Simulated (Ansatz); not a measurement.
**CH7AlSi2: ladder of methods at one geometry in Python**

How do the methods compare on CH7AlSi2, in result and in cost? A script is to give a ladder of methods at one geometry; the system is CH7AlSi2.

Program: Ansatz 0.2.0, driven from Python. The levels of theory stand in the script. These are calculated values, not measurements.

## (1) The system

Bond lengths: Si1–Al2 2.294 Å, Al2–C3 1.952 Å, Al2–Si4 2.425 Å, C3–Si4 1.919 Å, Si1–H5 1.508 Å, Si1–H6 1.510 Å, Si1–H7 1.493 Å, C3–H8 1.156 Å, C3–H9 1.074 Å, Si4–H10 1.406 Å, Si4–H11 1.498 Å. Angles (14 of 21 angles, heavy atoms first): Si1–Al2–C3 150.5°, Si1–Al2–Si4 149.1°, C3–Al2–Si4 50.6°, Al2–C3–Si4 77.6°, Al2–Si4–C3 51.8°, Al2–Si1–H5 111.3°, Al2–Si1–H6 111.8°, Al2–Si1–H7 111.6°, Al2–C3–H8 113.6°, Al2–C3–H9 118.2°, Si4–C3–H8 107.6°, Si4–C3–H9 118.0°, Al2–Si4–H10 118.4°, Al2–Si4–H11 114.1°.

The script holds or builds the structure itself.

## (2) The script

File methods.py:

```python
"""One geometry of CH7AlSi2, method by method."""

import ansatz

GEOMETRY = """
Si   -1.23070    2.08810   -0.62370
Al    0.08780    0.37220    0.13740
C     0.30510   -1.28500    1.14650
Si    1.48010   -1.55300   -0.34690
H    -2.41910    1.56580   -1.39100
H    -1.76950    2.92820    0.50970
H    -0.47250    3.00780   -1.52200
H     0.96190   -1.16860    2.09050
H    -0.54400   -1.93600    1.24330
H     2.84350   -1.49570   -0.00730
H     0.82290   -2.58070   -1.21600
"""

molecule = ansatz.Crystal.molecule()
for line in GEOMETRY.strip().splitlines():
    symbol, *xyz = line.split()
    molecule = molecule.atom(symbol, [float(v) for v in xyz])

setup = molecule.calculation().basis(gaussian="def2-SVP")

methods = ["mp2", "ccsd", "ccsd_t"]
reports = [setup.correlation(m).run().report for m in methods]
print(f"Hartree-Fock reference {reports[0]['reference_energy_ev'] / 27.211386246:.6f} Ha")
best = reports[-1]["free_energy_ev"] - reports[-1]["reference_energy_ev"]
for method, each in zip(methods, reports):
    gained = each["free_energy_ev"] - each["reference_energy_ev"]
    print(f"{method:8s} total {each['free_energy_ev'] / 27.211386246:.6f} Ha  correlation {gained:9.4f} eV  ({100 * gained / best:.1f} % of the last)")
```

## (3) The run

Launch:

```
$ python methods.py
```

What it wrote:

```text
Hartree-Fock reference -861.348014 Ha
mp2      total -861.750513 Ha  correlation  -10.9526 eV  (83.4 % of the last)
ccsd     total -861.815146 Ha  correlation  -12.7113 eV  (96.7 % of the last)
ccsd_t   total -861.830875 Ha  correlation  -13.1393 eV  (100.0 % of the last)
```

It took 16 s on 1 thread of Arm Neoverse V2, shared host; peak memory 0.43 GiB.

## (4) Run by run

The 3 runs, in the order started:

```
run  method  energy (eV)  iterations in all  CPU time (s)
  1     mp2  -23449.4261                 11           1.6
  2    ccsd  -23451.1848                 17           5.8
  3  ccsd_t  -23451.6128                 17           8.5
```

Correlation energies (total less mean field):

```csv
method,correlation (eV),share of the last,miss against the last (eV),CPU time (s)
mp2,-10.953,83.4 %,+2.187,1.6
ccsd,-12.711,96.7 %,+0.428,5.8
ccsd_t,-13.139,100.0 %,+0.000,8.5
```

## (5) Outcome

```
                    quantity       value
               runs compared           3
correlation energy, last run  -13.139 eV
```

mp2 catches 83 % of the correlation energy of ccsd_t. The dearest, run 3 (ccsd_t), took some 5.3 times as long as run 1 (mp2). Reading the output:
- The geometry is a force-field or estimated start, not a minimum of this method, and the basis set is short of its limit. A lower total doesn't mark the better method: functionals have no common bound, and MP2 and coupled cluster aren't variational.
- Inner cores stay frozen, so this is valence correlation.
